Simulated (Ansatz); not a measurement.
# CoCu3H6Cl2O6: the cost of one run

Program: Ansatz 0.2.0. Level of theory: DFT PBE, scalar-relativistic, plane waves, PAW. These are calculated values, not measurements.

**1. Starting point**

Symmetry: R-3m, No. 166, trigonal system. Conventional cell: a = 6.841 Å, b = 6.841 Å, c = 14.093 Å, α = 90.00°, β = 90.00°, γ = 120.00°. Around Co (site symmetry -3m) lie 6 O at 2.11 Å. Around Cu (site symmetry 2/m) lie 4 O at 1.99 Å. H (site symmetry m) is surrounded by 1 O at 0.83 Å. Cl (site symmetry 3m) is surrounded by 3 H at 2.30 Å. O (site symmetry m) has 1 H at 0.83 Å in its first shell of neighbours.

As a file:

```cif
data_structure
_symmetry_space_group_name_H-M 'R-3m:H'
_symmetry_Int_Tables_number 166
_cell_length_a 6.8412
_cell_length_b 6.8412
_cell_length_c 14.0926
_cell_angle_alpha 90.000
_cell_angle_beta 90.000
_cell_angle_gamma 120.000
_cell_volume 571.19
loop_
_atom_site_label
_atom_site_type_symbol
_atom_site_symmetry_multiplicity
_atom_site_Wyckoff_symbol
_atom_site_fract_x
_atom_site_fract_y
_atom_site_fract_z
_atom_site_occupancy
Co1 Co 3 a 0.00000 0.00000 0.00000 1
Cu1 Cu 9 d 0.33333 0.16667 0.16667 1
H1 H 18 h 0.19200 0.38400 0.08400 1
Cl1 Cl 6 c 0.33333 0.66667 0.97188 1
O1 O 18 h 0.12645 0.25290 0.10500 1
```

Starting moments: Co 3.00; Cu 1.00 μB.

**2. First run, at the start cell**

File input.yaml:

```yaml
crystal:
  lattice:
    - [3.420591, 1.97487913, 4.69752233]
    - [-3.420591, 1.97487913, 4.69752233]
    - [0.0, -3.94975827, 4.69752233]
  atoms:
    - { symbol: Co, position: [1.0, 0.0, 0.0], spin: 3.0 }
    - { symbol: Cu, position: [0.5, 1.0, 0.0], spin: 1.0 }
    - { symbol: Cu, position: [0.0, 0.5, 0.0], spin: 1.0 }
    - { symbol: Cu, position: [0.0, 0.0, 0.5], spin: 1.0 }
    - { symbol: H, position: [0.276, 0.276, 0.7] }
    - { symbol: H, position: [0.7, 0.276, 0.276] }
    - { symbol: H, position: [0.276, 0.7, 0.276] }
    - { symbol: H, position: [0.3, 0.724, 0.724] }
    - { symbol: H, position: [0.724, 0.724, 0.3] }
    - { symbol: H, position: [0.724, 0.3, 0.724] }
    - { symbol: Cl, position: [0.30521, 0.30521, 0.30521] }
    - { symbol: Cl, position: [0.69479, 0.69479, 0.69479] }
    - { symbol: O, position: [0.23145, 0.23145, 0.8521] }
    - { symbol: O, position: [0.8521, 0.23145, 0.23145] }
    - { symbol: O, position: [0.23145, 0.8521, 0.23145] }
    - { symbol: O, position: [0.1479, 0.76855, 0.76855] }
    - { symbol: O, position: [0.76855, 0.76855, 0.1479] }
    - { symbol: O, position: [0.76855, 0.1479, 0.76855] }
basis:
  ecutwfc: 420
  ecutrho_ratio: 4
kpoints:
  mp_grid: { grid: [4, 4, 4] }
hamiltonian:
  xc: pbe
scf:
  occupations: { method: gaussian, width: 0.05 }
output:
  forces: true
  stress: true
  eigenvalues: true
  populations: true
magnetization:
  spin_polarized: true
relax:
  f_tol: 0.03
  max_steps: 60
  cell: { stress_tol: 0.3 }
```

Started as:

```sh
> ansatz run input.yaml --threads 8 --pin off --max-ram 22528MiB --backend cpu --events-out ev --progress --plain --runs-dir out
```

**Question.** How long does this run take on 8 threads of Arm Neoverse V1, shared host, and how much memory does it need?

About 67 s, with a peak of 1.4 GiB.
